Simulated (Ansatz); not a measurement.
# Zr4FeCo: the cost of one run

Method: DFT PBEsol, scalar-relativistic, plane waves, PAW, in Ansatz 0.2.0.

1 further run of the same task is left out (it didn't finish).

**1. The starting structure**

It takes space group I422 (No. 97, tetragonal). The conventional cell has a = 6.288 Å, b = 6.288 Å, c = 5.683 Å, α = 90.00°, β = 90.00°, γ = 90.00°. Around Zr (site symmetry 2) lie 2 Co at 2.72 Å and 2 Fe at 2.72 Å and 7 Zr at 3.12 to 3.28 Å. Fe (site symmetry 422) is surrounded by 8 Zr at 2.72 Å and 2 Co at 2.84 Å. Co (site symmetry 422) has 8 Zr at 2.72 Å and 2 Fe at 2.84 Å as nearest neighbours.

As a file:

```cif
data_structure
_symmetry_space_group_name_H-M 'P 1'
_symmetry_Int_Tables_number 1
_cell_length_a 5.2766
_cell_length_b 5.2766
_cell_length_c 5.2766
_cell_angle_alpha 106.857
_cell_angle_beta 106.857
_cell_angle_gamma 114.838
_cell_volume 112.34
loop_
_atom_site_label
_atom_site_type_symbol
_atom_site_fract_x
_atom_site_fract_y
_atom_site_fract_z
_atom_site_occupancy
Zr1 Zr 0.92697 0.42697 0.85393 1
Zr2 Zr 0.57303 0.07303 0.14607 1
Zr3 Zr 0.07303 0.92697 0.50000 1
Zr4 Zr 0.42697 0.57303 0.50000 1
Fe1 Fe 0.50000 0.50000 0.00000 1
Co1 Co 0.00000 0.00000 0.00000 1
```

The structure comes from the Materials Project (structure only).

**2. Reference: the cell as listed**

input.yaml reads:

```yaml
crystal:
  lattice:
    - [-3.143946865, 3.143946865, 2.84142034]
    - [3.143946865, -3.143946865, 2.84142034]
    - [3.143946865, 3.143946865, -2.84142034]
  atoms:
    - { symbol: Zr, position: [0.92696536, 0.42696536, 0.85393071] }
    - { symbol: Zr, position: [0.57303464, 0.07303464, 0.14606929] }
    - { symbol: Zr, position: [0.07303464, 0.92696536, 0.5] }
    - { symbol: Zr, position: [0.42696536, 0.57303464, 0.5] }
    - { symbol: Fe, position: [0.5, 0.5, 0.0], spin: 4.0 }
    - { symbol: Co, position: [0.0, 0.0, 0.0], spin: -3.0 }
basis:
  ecutwfc: 420
kpoints:
  mp_grid: { grid: [8, 8, 8] }
hamiltonian:
  xc: pbesol
scf:
  occupations: { method: gaussian, width: 0.1 }
output:
  forces: true
  stress: true
  eigenvalues: true
  populations: true
magnetization:
  spin_polarized: true
```

Run with:

```bash
> ansatz run input.yaml --threads 1 --pin off --max-ram 2560MiB --backend cpu --events-out ev --progress --plain --runs-dir out
```

Q: Estimate wall time and peak memory on 1 thread of Intel Xeon 6975P-C (Granite Rapids), shared host.

About 2.5 min, with a peak of 1 GiB.
